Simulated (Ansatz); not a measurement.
# C₂H₁₀N₂Ti: how energies converge with the basis set

The task here is to estimate one member of a computed series from the others.

Computed with Ansatz 0.2.0, Gaussian basis. Level: one geometry, several basis sets.

Levels to be run: PBE0-D4/def2-SVP; ωB97M-V/def2-SVP; PBE0-D4/def2-QZVPP; ωB97M-V/def2-QZVPP; the functionals' def2-TZVPP values are taken from earlier runs.

### The relaxed structure

All runs share one geometry, relaxed beforehand with PBE0-D4 in a triple-zeta def2 set.

SMILES `[CH3][Ti]([CH3])([NH2])[NH2]`, 15 atoms, charge 0, spin multiplicity 1.

Atoms are counted from 1 here; the program's logs count them from 0.

Bond lengths: C1–Ti2 2.076 Å, C1–H6 1.095 Å, C1–H7 1.096 Å, C1–H8 1.095 Å, Ti2–C3 2.076 Å, Ti2–N4 1.881 Å, Ti2–N5 1.882 Å, C3–H9 1.096 Å, C3–H10 1.095 Å, C3–H11 1.095 Å, N4–H12 1.011 Å, N4–H13 1.011 Å, N5–H14 1.012 Å, N5–H15 1.009 Å. Angles: Ti2–C1–H6 111.1°, Ti2–C1–H7 109.0°, Ti2–C1–H8 111.1°, H6–C1–H7 108.8°, H6–C1–H8 108.2°, H7–C1–H8 108.6°, C1–Ti2–C3 106.8°, C1–Ti2–N4 111.3°, C1–Ti2–N5 108.0°, C3–Ti2–N4 111.4°, C3–Ti2–N5 108.0°, N4–Ti2–N5 111.2°, Ti2–C3–H9 109.0°, Ti2–C3–H10 111.1°, Ti2–C3–H11 111.2°, H9–C3–H10 108.8°, H9–C3–H11 108.6°, H10–C3–H11 108.2° and more.

The first run:

Input file in.yaml:

```yaml
crystal:
  periodic: [false, false, false]
  atoms:
    - {symbol: C, position_ang: [-1.849095, 0.147381, 0.567967]}
    - {symbol: Ti, position_ang: [0.118545, 0.194260, -0.093480]}
    - {symbol: C, position_ang: [0.965647, -1.631278, 0.417382]}
    - {symbol: N, position_ang: [1.064247, 1.628133, 0.673948]}
    - {symbol: N, position_ang: [0.097204, 0.318909, -1.971309]}
    - {symbol: H, position_ang: [-2.341653, 1.112200, 0.406333]}
    - {symbol: H, position_ang: [-1.860710, -0.079752, 1.640499]}
    - {symbol: H, position_ang: [-2.423753, -0.621874, 0.041317]}
    - {symbol: H, position_ang: [0.843266, -1.792231, 1.494940]}
    - {symbol: H, position_ang: [2.034111, -1.650163, 0.177212]}
    - {symbol: H, position_ang: [0.480675, -2.455269, -0.116659]}
    - {symbol: H, position_ang: [0.650079, 2.496347, 0.986443]}
    - {symbol: H, position_ang: [2.048069, 1.615905, 0.908260]}
    - {symbol: H, position_ang: [-0.365395, -0.366198, -2.555083]}
    - {symbol: H, position_ang: [0.516666, 1.032831, -2.548566]}
basis:
  gaussian: {orbitals: def2-SVP}
hamiltonian: {xc: pbe0, dispersion: d4}
output: {orbitals: {seedname: orbitals}}
```

Started as:

```
$ ansatz run in.yaml --threads 4 --pin off --events-out ev --progress --plain --max-ram 11315MiB
```

Among the steps run: PBE0-D4 in def2-SVP; ωB97M-V in def2-SVP; PBE0-D4 in def2-QZVPP; ωB97M-V in def2-QZVPP.

One table of the session follows, with a row left open; its other results are not shown here.

It belongs to the step «Functionals by basis». 

```
functional       basis  HOMO (eV)
   PBE0-D4    def2-SVP      -6.97
   PBE0-D4  def2-TZVPP          ?
   PBE0-D4  def2-QZVPP      -7.19
   ωB97M-V    def2-SVP      -9.36
   ωB97M-V  def2-TZVPP      -9.56
   ωB97M-V  def2-QZVPP      -9.58
```

**Question.** Estimate the row for PBE0-D4, def2-TZVPP.

The run gave: HOMO (eV): -7.17. In the column «HOMO (eV)» it lies between PBE0-D4, def2-QZVPP (-7.19) and PBE0-D4, def2-SVP (-6.97).
